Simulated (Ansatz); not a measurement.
# AlGeH5Te: the cost of one run

Method: RKS PBE-D4/def2-SVPD, in Ansatz 0.2.0.

## 1. Starting point

Bond lengths: Ge1–Al2 2.375 Å, Al2–Te3 2.608 Å, Ge1–H4 1.496 Å, Ge1–H5 1.601 Å, Ge1–H6 1.570 Å, Al2–H7 1.626 Å, Te3–H8 1.755 Å. Angles: Ge1–Al2–Te3 119.2°, Ge1–Al2–H7 120.4°, Te3–Al2–H7 120.4°, Al2–Ge1–H4 110.6°, Al2–Ge1–H5 110.5°, Al2–Ge1–H6 112.4°, H4–Ge1–H5 107.4°, H4–Ge1–H6 108.8°, H5–Ge1–H6 107.0°, Al2–Te3–H8 88.9°.

As a file:

```xyz
8

Ge   -0.8991    1.1382   -0.0806
Al    0.9679   -0.2995   -0.3783
Te    0.6115   -2.8812   -0.2944
H    -2.1493    0.3409    0.1214
H    -1.1162    2.0505   -1.3785
H    -0.7177    2.1112    1.1382
H     2.4531    0.3199   -0.6124
H     0.9420   -2.8371    1.4289
```

## 2. Relaxing end A

Contents of input.yaml:

```yaml
crystal:
  periodic: [false, false, false]
  atoms:
    - { symbol: Ge, position_ang: [-0.8991, 1.1382, -0.0806] }
    - { symbol: Al, position_ang: [0.9679, -0.2995, -0.3783] }
    - { symbol: Te, position_ang: [0.6115, -2.8812, -0.2944] }
    - { symbol: H, position_ang: [-2.1493, 0.3409, 0.1214] }
    - { symbol: H, position_ang: [-1.1162, 2.0505, -1.3785] }
    - { symbol: H, position_ang: [-0.7177, 2.1112, 1.1382] }
    - { symbol: H, position_ang: [2.4531, 0.3199, -0.6124] }
    - { symbol: H, position_ang: [0.942, -2.8371, 1.4289] }
basis:
  gaussian: { orbitals: def2-SVPD }
hamiltonian:
  xc: pbe
  dispersion: d4
relax:
  f_tol: 0.015
  max_steps: 40
```

On the command line:

```
$ ansatz run input.yaml --threads 2 --pin off --max-ram 3072MiB --backend cpu --events-out ev --progress --plain --runs-dir out
```

**Question.** How long does this run take on 2 threads of AMD EPYC 9R14 (Zen 4), shared host, and how much memory does it need?

About 29 s, with a peak of 0.22 GiB.
